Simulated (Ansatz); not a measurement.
# BH₄NO₂: vertical ionisation energy

One table from this session's results is given with a row withheld; the runs are named, their logs left out.

Method: unrestricted cation, the program's frozen cores in correlated methods; program: Ansatz 0.2.0, Gaussian basis.

Levels to be run: UKS PBE-D4/def2-TZVPP; UKS r2SCAN-D4/def2-TZVPP; UKS PBE0-D4/def2-TZVPP; UKS B3LYP-D4/def2-TZVPP; UKS wB97X-V/def2-TZVPP; UKS wB97M-V/def2-TZVPP; UKS B2PLYP/def2-TZVPP; UHF-CCSD(T)/def2-TZVPP; UHF-CCSD(T)/def2-QZVPP; extrapolation to the limit; then −ε(HOMO) from the neutral's earlier runs with LDA (SPW92), PBE-D4, revPBE-D4, BLYP-D4, r2SCAN-D4, B97M-V, PBE0-D4, B3LYP-D4, r2SCANh-D4, r2SCAN0-D4, HSE06-D4, BHLYP-D4, CAM-B3LYP-D4, LC-ωPBE, ωB97X-V, ωB97M-V.

### Structure used throughout

All runs share one geometry, relaxed beforehand with PBE0-D4 in a triple-zeta def2 set.

SMILES `NB(O)O`, 8 atoms, charge 0, spin multiplicity 1.

Atoms are counted from 1 here; the program's logs count them from 0.

Bond lengths: N1–B2 1.411 Å, N1–H5 1.002 Å, N1–H6 1.004 Å, B2–O3 1.371 Å, B2–O4 1.379 Å, O3–H7 0.959 Å, O4–H8 0.957 Å. Angles: B2–N1–H5 124.8°, B2–N1–H6 120.9°, H5–N1–H6 114.3°, N1–B2–O3 118.3°, N1–B2–O4 123.9°, O3–B2–O4 117.8°, B2–O3–H7 111.3°, B2–O4–H8 114.5°.

Set-up of the first run:

Input file in.yaml:

```yaml
crystal:
  periodic: [false, false, false]
  atoms:
    - {symbol: N, position_ang: [-0.648555, 0.946973, 0.045105]}
    - {symbol: B, position_ang: [0.242658, -0.143432, -0.047959]}
    - {symbol: O, position_ang: [1.544764, 0.109468, -0.395023]}
    - {symbol: O, position_ang: [-0.115953, -1.452990, 0.190292]}
    - {symbol: H, position_ang: [-1.617692, 0.874287, 0.288798]}
    - {symbol: H, position_ang: [-0.338341, 1.883743, -0.137729]}
    - {symbol: H, position_ang: [2.059716, -0.698890, -0.428598]}
    - {symbol: H, position_ang: [-1.034597, -1.576458, 0.429414]}
basis:
  gaussian: {orbitals: def2-TZVPP}
total_charge: 1
magnetization: {spin_polarized: true, initial_magnetization: 1}
hamiltonian: {xc: pbe, dispersion: d4}
```

Run with:

```console
$ ansatz run in.yaml --threads 2 --pin off --events-out ev --progress --plain --max-ram 32768MiB --backend cpu
```

Steps of the session up to this table: Cation, UKS PBE-D4/def2-TZVPP; Cation, UKS r2SCAN-D4/def2-TZVPP; Cation, UKS PBE0-D4/def2-TZVPP; Cation, UKS B3LYP-D4/def2-TZVPP; Cation, UKS wB97X-V/def2-TZVPP; Cation, UKS wB97M-V/def2-TZVPP; Cation, UKS B2PLYP (frozen core)/def2-TZVPP; Cation, UHF-CCSD(T)/def2-TZVPP; Cation, UHF-CCSD(T)/def2-QZVPP.

One table of the session follows, with a row left open; its other results are not shown here.

It belongs to the step «Ionisation energies side by side». For comparison, −ε(HOMO) of the neutral from earlier runs:

| functional | −ε(HOMO) (eV) |
| --- | --- |
| LDA (SPW92) | 6.26 |
| PBE-D4 | 6.07 |
| revPBE-D4 | 6.01 |
| BLYP-D4 | 5.97 |
| r2SCAN-D4 | 6.40 |
| B97M-V | ? |
| PBE0-D4 | 7.59 |
| B3LYP-D4 | 7.34 |
| r2SCANh-D4 | 6.97 |
| r2SCAN0-D4 | 7.83 |
| HSE06-D4 | 7.18 |
| BHLYP-D4 | 9.03 |
| CAM-B3LYP-D4 | 9.08 |
| LC-ωPBE | 10.51 |
| ωB97X-V | 10.11 |
| ωB97M-V | 10.01 |

Q: Estimate the row for B97M-V from the others.

The run gave: −ε(HOMO) (eV): 6.47. In the column «−ε(HOMO) (eV)» it lies between r2SCAN-D4 (6.40) and r2SCANh-D4 (6.97).
